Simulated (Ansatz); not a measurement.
# triplet MoO3: levels of theory compared

Wanted: a comparison of 6 runs (UHF/STO-3G, UHF/3-21G, U-wB97M-V/def2-SVPD, UBHLYP/def2-SVPD, UBLYP/def2-SVPD, UPBE/def2-SVPD) of triplet MoO3. 

The results are computed with Ansatz 0.2.0.

3 further runs of the same task are left out: 2 that didn't finish, 1 set aside as unsound or not needed.

## 1. Starting point

MoO3: 4 atoms, total charge 0, spin state triplet. SMILES of the parent species: `[O]=[Mo](=[O])=[O]`. Geometry: relaxed at PBE0-D4/def2-TZVP. That shape belongs to the parent species and isn't relaxed for this state.

Bond lengths: O1–Mo2 1.692 Å, Mo2–O3 1.692 Å, Mo2–O4 1.692 Å. Angles: O1–Mo2–O3 110.3°, O1–Mo2–O4 110.3°, O3–Mo2–O4 110.3°.

## 2. The energy at UHF/STO-3G (run 1)

run.yaml

```yaml
crystal:
  periodic: [false, false, false]
  atoms:
    - symbol: O
      position_ang: [-0.968000, -0.149800, 1.262500]
    - symbol: Mo
      position_ang: [-0.138100, -0.336500, -0.200300]
    - symbol: O
      position_ang: [1.507000, -0.607600, 0.088800]
    - symbol: O
      position_ang: [-0.345200, 1.033600, -1.171400]
basis:
  gaussian:
    orbitals: STO-3G
magnetization:
  spin_polarized: true
  initial_magnetization: 2
hamiltonian:
  xc: hf
accuracy: high
output: {orbitals: {seedname: orbitals}}
```

Started as:

```bash
$ ansatz run run.yaml --threads 1 --pin off --max-ram 3480MiB --events-out events.jsonl --progress --plain --runs-dir runs
```

The log of the run, cut to the lines that bear on the results:

```text
Warning: RAYON_NUM_THREADS=1 ignored (pool sized by the plan → 1); use --threads N
Functional definition: HF
  name "HF"
[...]
877 factors; integrals over basis functions are off by at most 7.1e-9 eV
[...]
mean field -113132.20476405 eV, -4157.5318413164 hartree, gradient 7.5e-8 eV, S^2 2.642558; 8 other end points of the search recorded, 0 dependent functions left out
reference -113132.20476405 eV, -4157.5318413164 hartree; 34, 32 occupied and 8, 10 virtual orbitals, 877 factors
Total energy: -113132.20476405 eV, -4157.5318413164 hartree
```

Run time: 15 s. Hardware: 1 thread of Arm Neoverse V1, shared host; peak memory 0.15 GiB.

## 3. A single-point energy at UHF/3-21G (run 2)

input.yaml

```yaml
crystal:
  periodic: [false, false, false]
  atoms:
    - {symbol: O, position_ang: [-0.968000, -0.149800, 1.262500]}
    - {symbol: Mo, position_ang: [-0.138100, -0.336500, -0.200300]}
    - {symbol: O, position_ang: [1.507000, -0.607600, 0.088800]}
    - {symbol: O, position_ang: [-0.345200, 1.033600, -1.171400]}
basis:
  gaussian:
    orbitals: 3-21G-spherical.json
hamiltonian:
  xc: hf
magnetization:
  spin_polarized: true
  initial_magnetization: 2
output: {orbitals: {seedname: orbitals}}
accuracy: high
```

The basis set 3-21G is read from a file made from the Basis Set Exchange's data (not shown).

Started as:

```bash
$ ansatz run input.yaml --threads 1 --pin off --max-ram 3480MiB --events-out events.jsonl --progress --plain --runs-dir runs
```

The log of the run:

```text
Warning: RAYON_NUM_THREADS=1 ignored (pool sized by the plan → 1); use --threads N
[... 53 lines left out ...]
Total energy: -113738.46578952 eV, -4179.8115230639 hartree
```

Wall time 54 s (1 thread of Arm Neoverse V1, shared host); peak memory 0.3 GiB.

## 4. The energy at U-wB97M-V/def2-SVPD (core potential) (run 3)

job.yaml

```yaml
crystal:
  periodic: [false, false, false]
  atoms:
    - {symbol: O, position_ang: [-0.968000, -0.149800, 1.262500]}
    - {symbol: Mo, position_ang: [-0.138100, -0.336500, -0.200300]}
    - {symbol: O, position_ang: [1.507000, -0.607600, 0.088800]}
    - {symbol: O, position_ang: [-0.345200, 1.033600, -1.171400]}
basis:
  gaussian: {orbitals: def2-SVPD}
magnetization: {spin_polarized: true, initial_magnetization: 2}
hamiltonian: {xc: {name: wB97M-V}}
accuracy: high
output: {orbitals: {seedname: orbitals}}
```

Started as:

```bash
$ ansatz run job.yaml --threads 1 --pin off --max-ram 3480MiB --events-out events.jsonl --progress --plain --runs-dir runs
```

The log of the run, cut to the lines that bear on the results:

```text
Warning: RAYON_NUM_THREADS=1 ignored (pool sized by the plan → 1); use --threads N
Functional definition: wB97M-V
  name "wB97M-V"
[...]
  gx(w, u) = 1 - cx + cx01*u + cx10*w
  gss(w, u) = css00 + css04*u^4 + css10*w + css20*w^2 + css43*w^4*u^3
  gos(w, u) = cos00 + cos10*w + (cos20 + cos21*u)*w^2 + (cos60 + cos61*u)*w^6
[...]
      + integral(e_c_pw_mod_opposite_spin*gos(b97_w_opposite, b97_u_opposite)) + vv10(b, c)
2048 factors; integrals over basis functions are off by at most 2.4e-9 eV
439 factors; integrals over basis functions are off by at most 1.7e-9 eV
[...]
mean field -7986.86955736 eV, -293.5120425384 hartree, gradient 7.7e-8 eV, S^2 2.043146; 6 other end points of the search recorded, 0 dependent functions left out
reference -7986.86956097 eV, -293.5120426709 hartree; 20, 18 occupied and 83, 85 virtual orbitals, 2048 factors
Total energy: -7986.86956097 eV, -293.5120426709 hartree
```

Run time: 4.5 min. Hardware: 1 thread of Arm Neoverse V1, shared host; peak memory 1.2 GiB.

Runs 4 to 5 aren't shown in full; the table further down has their settings and results.

## 5. The energy at UPBE/def2-SVPD (core potential) (run 6)

job.yaml, as its differences from that of step 4:

```diff
@@ -9,5 +9,5 @@
   gaussian: {orbitals: def2-SVPD}
+accuracy: high
 magnetization: {spin_polarized: true, initial_magnetization: 2}
-hamiltonian: {xc: {name: wB97M-V}}
-accuracy: high
 output: {orbitals: {seedname: orbitals}}
+hamiltonian: {xc: pbe}
```

Started as:

```bash
$ ansatz run job.yaml --threads 1 --pin off --max-ram 3480MiB --events-out events.jsonl --progress --plain --runs-dir runs
```

The log of the run:

```text
Warning: RAYON_NUM_THREADS=1 ignored (pool sized by the plan → 1); use --threads N
Functional definition: PBE
  name "PBE"
  parameter kappa = 0.804
  parameter beta = 0.06672455060314922
  exchange = pbe_x(kappa = kappa, mu = beta*pi^2/3)
  correlation = pbe_c(beta = beta)
2048 factors; integrals over basis functions are off by at most 2.4e-9 eV
mean field evaluation 1: about -7972.1261 eV, gradient 6.5e1 eV
mean field evaluation 2: about -7744.0668 eV, gradient 2.2e2 eV
mean field evaluation 4: about -7965.1603 eV, gradient 7.4e1 eV
mean field evaluation 8: about -7987.0929 eV, gradient 7.2e0 eV
mean field evaluation 16: about -7987.3127 eV, gradient 8.8e-2 eV
mean field evaluation 32: about -7987.3128 eV, gradient 1.5e-7 eV
mean field evaluation 64: about -7987.1833 eV, gradient 1.7e-1 eV
mean field -7987.31277141 eV, -293.5283303541 hartree, gradient 1.0e-8 eV, S^2 2.007626; 8 other end points of the search recorded, 0 dependent functions left out
reference -7987.31277497 eV, -293.5283304850 hartree; 20, 18 occupied and 83, 85 virtual orbitals, 2048 factors
Total energy: -7987.31277497 eV, -293.5283304850 hartree
```

Wall time 41 s (1 thread of Arm Neoverse V1, shared host); peak memory 0.39 GiB.

## 6. Overview of the runs

```
run                                 level  core potential   energy (Eh)  HOMO energy (eV)  LUMO energy (eV)   ⟨S²⟩  wall time
  1                            UHF/STO-3G            none  -4157.531841             -6.23              5.51  2.643       15 s
  2                             UHF/3-21G            none  -4179.811523            -10.28              0.25  2.574       54 s
  3  U-wB97M-V/def2-SVPD (core potential)       def2-SVPD   -293.512043             -9.44             -5.08  2.043    4.5 min
  4     UBHLYP/def2-SVPD (core potential)       def2-SVPD   -293.415722             -8.50             -5.47  2.083       39 s
  5      UBLYP/def2-SVPD (core potential)       def2-SVPD   -293.686571             -5.58                 –  2.008       46 s
  6       UPBE/def2-SVPD (core potential)       def2-SVPD   -293.528330             -5.71                 –  2.008       41 s
```

## 7. Results

```
                                 quantity          value
                      run 6: total energy  -293.52833 Eh
run 6: HOMO energy (highest over α and β)       -5.71 eV
                              run 6: ⟨S²⟩          2.008
```

**Reading.** Totals of different functionals can't be ranked against each other. Some runs of one species differ in core potentials or relativity; totals across that change don't compare. In run 1 the basis is minimal, so the values are rough. In runs 1, 2 relativity is left out where basis or elements ask for it. Spin contamination of the reference: run 1 ⟨S²⟩ = 2.64, run 2 ⟨S²⟩ = 2.57. Where it is this large, the reference is a mixture of spin states, and values that rest on it are in doubt. All runs together took 7.8 min, the longest 4.5 min.
